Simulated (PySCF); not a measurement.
# C2H6Se: the cost of one run

Method: levels as typed in each script, gas phase, geometry from GFN2-xTB; program: PySCF 2.14.0.

## 1. Starting geometry

9 atoms, charge 0, spin multiplicity 1.

Bond lengths: C1–Se2 1.953 Å, C1–H4 1.087 Å, C1–H5 1.086 Å, C1–H6 1.087 Å, Se2–C3 1.953 Å, C3–H7 1.086 Å, C3–H8 1.087 Å, C3–H9 1.087 Å. Angles: Se2–C1–H4 109.2°, Se2–C1–H5 107.7°, Se2–C1–H6 109.2°, H4–C1–H5 110.2°, H4–C1–H6 110.6°, H5–C1–H6 109.9°, C1–Se2–C3 96.9°, Se2–C3–H7 107.7°, Se2–C3–H8 109.2°, Se2–C3–H9 109.2°, H7–C3–H8 109.9°, H7–C3–H9 110.2°, H8–C3–H9 110.6°.

As a file:

```
C     1.4610    0.8211    0.0004
Se    0.0000   -0.4744    0.0000
C    -1.4610    0.8211   -0.0004
H     1.3933    1.4366    0.8944
H     2.3941    0.2653   -0.0019
H     1.3939    1.4365   -0.8936
H    -2.3941    0.2653    0.0019
H    -1.3938    1.4366    0.8936
H    -1.3933    1.4366   -0.8944
```

## 2. Stretching a bond (def2-svp)

input.py

```python
import numpy as np
from pyscf import gto, scf, mcscf

mol = gto.M(atom='''
C      1.46098     0.82107     0.00043
Se    -0.00001    -0.47441     0.00000
C     -1.46097     0.82109    -0.00043
H      1.39334     1.43658     0.89440
H      2.39412     0.26528    -0.00186
H      1.39392     1.43653    -0.89358
H     -2.39411     0.26531     0.00186
H     -1.39381     1.43664     0.89357
H     -1.39332     1.43659    -0.89441
''', basis='def2-svp', charge=0, spin=0, verbose=4)
# stretch the bond between atoms 1 and 2, from long to short, fragments rigid
a, b, move = 0, 1, [1, 2, 6, 7, 8]
xyz = mol.atom_coords(unit='Angstrom')
u = xyz[b] - xyz[a]
r0 = np.linalg.norm(u)
rows, last, dm_u = [], None, None
for r in [5.49, 4.31, 3.53, 3.04, 2.65, 2.35, 2.16, 1.96, 1.8]:
    new = xyz.copy()
    new[move] += u / r0 * (r - r0)
    m = mol.set_geom_(new, unit='Angstrom', inplace=False)
    rhf = scf.RHF(m).density_fit(auxbasis='def2-universal-jkfit').run()
    uhf = scf.UHF(m).density_fit(auxbasis='def2-universal-jkfit').newton()
    if dm_u is None:
        c = rhf.mo_coeff
        h = m.nelectron // 2 - 1
        ca, cb = c.copy(), c.copy()
        ca[:, h], cb[:, h] = (c[:, h] + c[:, h + 1]) / 2**.5, (c[:, h] - c[:, h + 1]) / 2**.5
        dm_u = np.array([x[:, :h + 1] @ x[:, :h + 1].T for x in (ca, cb)])
    uhf.kernel(dm0=dm_u)
    for _ in range(3):
        c, _, stable, _ = uhf.stability(return_status=True)
        if stable:
            break
        uhf.kernel(c, uhf.mo_occ)
    dm_u = uhf.make_rdm1()
    mc = mcscf.CASSCF(rhf, 2, 2)
    mc.natorb = True
    mc.fix_spin_(ss=0)
    guess = mcscf.addons.make_natural_orbitals(uhf)[1] if last is None else mcscf.project_init_guess(mc, last.mo_coeff, last.mol)
    mc.kernel(guess)
    last = mc
    act = slice(mc.ncore, mc.ncore + mc.ncas)
    print('r %.3f  RHF %.6f  UHF %.6f  <S^2> %.3f  CASSCF %.6f  occupations' % (r, rhf.e_tot, uhf.e_tot, uhf.spin_square()[0], mc.e_tot), mc.mo_occ[act].round(4))
    rows.append((new, rhf.e_tot, uhf.e_tot, uhf.spin_square()[0], mc.e_tot, mc.mo_occ[act], mc.mo_coeff[:, act], dm_u[0] - dm_u[1], rhf.converged and uhf.converged and mc.converged))
    np.savez('result.npz', **{k: [row[i] for row in rows] for i, k in enumerate('xyz rhf uhf s2 cas occ c spin ok'.split())})
```

On the command line:

```
OMP_NUM_THREADS=1 python input.py
```

**Question.** How long does this run take on 1 thread of Arm Neoverse N1, shared host, and how much memory does it need?

About 8 min, with a peak of 0.24 GiB.
